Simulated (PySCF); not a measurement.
# AlGa: bond curves at several levels of theory

An exercise on one series of results from a longer session: the logs are not shown, and one member is left open.

Computed with PySCF 2.14.0. Level: Al x2c-SVPall, Ga x2c-SVPall, spin-free X2C with a Gaussian nucleus.

Set-up of the first run:

A driver script around PySCF takes these settings:

* atoms: Al, Ga
* charge: 0
* basis: Al x2c-SVPall, Ga x2c-SVPall
* Hamiltonian: spin-free X2C with a Gaussian nucleus
* basis functions: 50
* electrons treated: 44
* masses in u: 26.9815, 68.9256
* levels: PBE0, PBE, r²SCAN, r²SCAN0, BHandHLYP, revPBE, CAM-B3LYP, HF, MP2, SCS-MP2, CCSD, CCSD(T)
* grid: 80 radial by 434 angular points
* occupations: held fixed by the projection of orbital angular momentum
* dissociation limit: Al + Ga, each in its ground configuration
* starting distance in angstrom: 2.400
* values of 2S to try: 0, 2

Started as:

```console
$ OMP_NUM_THREADS=1 python dia.py task.json out
```

Among the steps run: Input; PBE0 along the bond; Higher solutions at PBE0; PBE (GGA); r²SCAN; r²SCAN0; BHandHLYP (global hybrid GGA); revPBE (GGA); CAM-B3LYP (range-separated hybrid); UHF (mean field); Adding correlation.

One of the session's tables, all rows but one given; the rest of the session is left out.

It belongs to the step «The curves together». Energy (eV) from each level's lowest point:

```
R (Å)    UHF  UHF-MP2  UHF-SCS-MP2  UHF-CCSD  UHF-CCSD(T)
2.326  0.489    0.370        0.378       n/a          n/a
2.434  0.230    0.149        0.153     0.170        0.167
2.543  0.081    0.035        0.037     0.048        0.046
2.624  0.023    0.001        0.002     0.008        0.007
2.705  0.000    0.000        0.000     0.000        0.000
2.786      ?        ?            ?         ?            ?
2.894  0.040    0.084        0.085     0.068        0.069
3.030  0.120    0.190        0.193     0.162        0.161
3.192  0.248    0.341        0.349     0.296        0.293
3.408  0.447    0.558        0.575       n/a          n/a
```

Estimate the missing values for R (Å) = 2.786.

Worked estimate for «UHF». A straight line through the neighbours (2.705, 0.000) and (2.894, 0.040) gives 0.000 + (0.040 − 0.000) × (2.786 − 2.705) / (2.894 − 2.705) = 0.017; a parabola fitted to 4 rows on both sides gives 0.006.

The run gave: UHF: 0.004; UHF-MP2: 0.024; UHF-SCS-MP2: 0.024; UHF-CCSD: 0.017; UHF-CCSD(T): 0.018. In «UHF» the line misses by +0.013 and the parabola by +0.002.
